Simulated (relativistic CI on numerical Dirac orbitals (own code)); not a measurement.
**Yb XLV (Yb⁴⁴⁺): levels and lines**

What are the lowest levels and the strongest lines of Yb⁴⁴⁺? One CI run answers it; further runs change one setting each.

Program: relativistic CI on numerical Dirac orbitals (own code) version 2. Level of theory: Dirac-Coulomb-Breit CI, KLI orbitals optimised for each configuration, model QED (radiative potential, 1s self-energy scaled to tabulated hydrogen-like ionisation energies). These are calculated values, not measurements, unless marked.

### 1 What is computed

- ion: Yb⁴⁴⁺ (Yb XLV)
- nuclear charge: 70
- electrons: 26
- isotope: A = 174
- first configuration typed: [Ar] 3d8

The outer shells:

first configuration typed
```
[Ar] core
3d [↑↓][↑↓][↑↓][↑ ][↑ ]
```

### 2 The main run

The run's settings:

```ini
atom Yb  Z=70  charge=44  electrons=26
nucleus A=174  rms_radius_fm=5.3108
hamiltonian dirac-coulomb  breit=on  qed=on  c_scale=1
orbitals kli  potential=per-configuration
slater_scale 1
correlation none
mixing on
configurations
  [Ar] 3d8
  [Ne] 3s2 3p5 3d9
  [Ne] 3s2 3p4 3d10
  [Ne] 3s 3p6 3d9
  [Ne] 3p6 3d10
  [Ne] 3s 3p5 3d10
  [Ar] 3d7 4s
  [Ar] 3d7 4p
  [Ne] 3s2 3p4 3d9 4s
  [Ar] 3d7 4d
  [Ne] 3s2 3p4 3d9 4p
  [Ne] 3s2 3p5 3d8 4s
  [Ar] 3d7 4f
  [Ne] 3s2 3p4 3d9 4d
  [Ne] 3s 3p5 3d9 4s
  [Ne] 3s2 3p5 3d8 4p
end
```

### 3 Slater integrals scaled by 0.9

Changes to the settings of step 2:

```diff
@@ -4,3 +4,3 @@
 orbitals kli  potential=per-configuration
-slater_scale 1
+slater_scale 0.9
 correlation none
```

### 4 Without QED terms

Changes to the settings of step 3:

```diff
@@ -2,5 +2,5 @@
 nucleus A=174  rms_radius_fm=5.3108
-hamiltonian dirac-coulomb  breit=on  qed=on  c_scale=1
+hamiltonian dirac-coulomb  breit=on  qed=off  c_scale=1
 orbitals kli  potential=per-configuration
-slater_scale 0.9
+slater_scale 1
 correlation none
```

### 5 Non-relativistic limit (c × 1000)

Changes to the settings of step 4:

```diff
@@ -2,3 +2,3 @@
 nucleus A=174  rms_radius_fm=5.3108
-hamiltonian dirac-coulomb  breit=on  qed=off  c_scale=1
+hamiltonian dirac-coulomb  breit=off  qed=off  c_scale=1000
 orbitals kli  potential=per-configuration
```

(Steps that only read results are left out.)

What does the calculation give? Wanted: lowest level; first excitation; lowest level of the other parity; fastest E1 line; ionisation energy.

**Answer**, as computed:

| run | time | mean size of shift, levels followed (cm⁻¹) | lowest level | ionisation energy (eV) |
| --- | --- | --- | --- | --- |
| main run | 1.2 s | 0 | 3d8 3F4 | 3676.6 |
| Slater integrals scaled by 0.9 | 1.2 s | 8853 | 3d8 3F4 | 3677.2 |
| without QED terms | 0.77 s | 1915 | 3d8 3F4 | 3676.6 |
| non-relativistic limit (c × 1000) | 0.62 s | 414918 | 3d8 3F4 | - |

The tabulated theoretical ionisation energy (NIST) is 3677 eV.

| quantity | value |
| --- | --- |
| lowest level | 3d8 3F4 |
| first excitation | 3d8 [3d5/2^4] J=2, 67430 cm⁻¹ |
| lowest level of the other parity | 3p5 3d9 3F°4, 384.83 eV |
| levels in the model | 1397 |
| fastest E1 line (by rate) to the lowest level among the lowest 200 of 1397 levels | 0.7745 nm, from 3d7 4p [3d5/2^3 4p3/2] J=4° |
| ionisation energy | 3676.6 eV |
| ionisation energy, tabulated theoretical (NIST) | 3677 eV |

**Reading.** The lowest level is 3d8 3F4, 88 % pure in LS and 99 % in jj coupling; over the low levels the means are 72 and 99 %, so jj coupling describes them better. The ionisation energy agrees with the tabulated theoretical value within its uncertainty of 4 eV. Of the changes tried, the run «non-relativistic limit (c × 1000)» moves the low levels most, by 414918 cm⁻¹ on average. Lifetimes count radiative decay inside the model alone.
